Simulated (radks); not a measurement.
**Nuclear size and the levels of Ti¹²⁺**

Aim: how the total energy, the levels and the density at the nucleus of Ti¹²⁺ respond when the nuclear radius is scaled.

Program: radks (a radial shooting solver on a logarithmic mesh, Libxc functionals) version 1. Level of theory: Dirac Kohn-Sham, PBE, spin-unpolarised, spherical densities, finite nucleus. These are calculated values, not measurements, unless marked.

**1. The atom as given**

* element: titanium (Z = 22)
* charge: +12
* electrons: 10
* configuration: [Ne]
* nuclear rms radius: 3.5921 fm

The outer shells:

Ti¹²⁺
```
[He] core
2s [↑↓]
2p [↑↓][↑↓][↑↓]
```

**2. rms radius 3.5921 fm**

Settings of this run:

```text
Z 22
configuration [Ne] 3s0 3p0
relativity Dirac
functional pbe,pbe
spin unpolarised
j_filling average
nucleus finite rms 3.5921 fm
c 137.035999084
```

**3. rms radius 3.2077 fm**

Changes since step 2:

```diff
@@ -6,3 +6,3 @@
 j_filling average
-nucleus finite rms 3.5921 fm
+nucleus finite rms 3.2077 fm
 c 137.035999084
```

**4. rms radius 3.4448 fm**

Changes since step 3:

```diff
@@ -6,3 +6,3 @@
 j_filling average
-nucleus finite rms 3.2077 fm
+nucleus finite rms 3.4448 fm
 c 137.035999084
```

**5. rms radius 3.84 fm**

Changes since step 4:

```diff
@@ -6,3 +6,3 @@
 j_filling average
-nucleus finite rms 3.4448 fm
+nucleus finite rms 3.84 fm
 c 137.035999084
```

**6. rms radius 4.174 fm**

Changes since step 5:

```diff
@@ -6,3 +6,3 @@
 j_filling average
-nucleus finite rms 3.84 fm
+nucleus finite rms 4.174 fm
 c 137.035999084
```

Before running it: what results should come out? Wanted: for each run, rms radius; total energy shift; density at nucleus; 1s1/2 shift; 2s1/2 shift; 2p1/2 shift; 3s1/2 shift.

The runs gave:

```csv
rms radius (fm),total energy shift (eV),density at nucleus (e/bohr³),1s1/2 shift (meV),2s1/2 shift (meV),2p1/2 shift (meV),3s1/2 shift (meV)
3.2077,-0.00981,8457,-4.20,-0.369,0.0384,-0.0797
3.4448,-0.00389,8438,-1.66,-0.146,0.0152,-0.0316
3.5921,0,8427,0,0,0,0
3.84,0.00690,8410,2.95,0.259,-0.0270,0.0560
4.174,0.0169,8388,7.23,0.635,-0.0661,0.137
```

In words: Shifts are against the first run. Over the range the 1s1/2 level moves by 0.0114 eV and the 3s1/2 level by 0.217 meV. A larger nucleus binds the 1s electrons less and lowers the density at its centre. These are shifts of eigenvalues, not the field shifts of spectral lines.
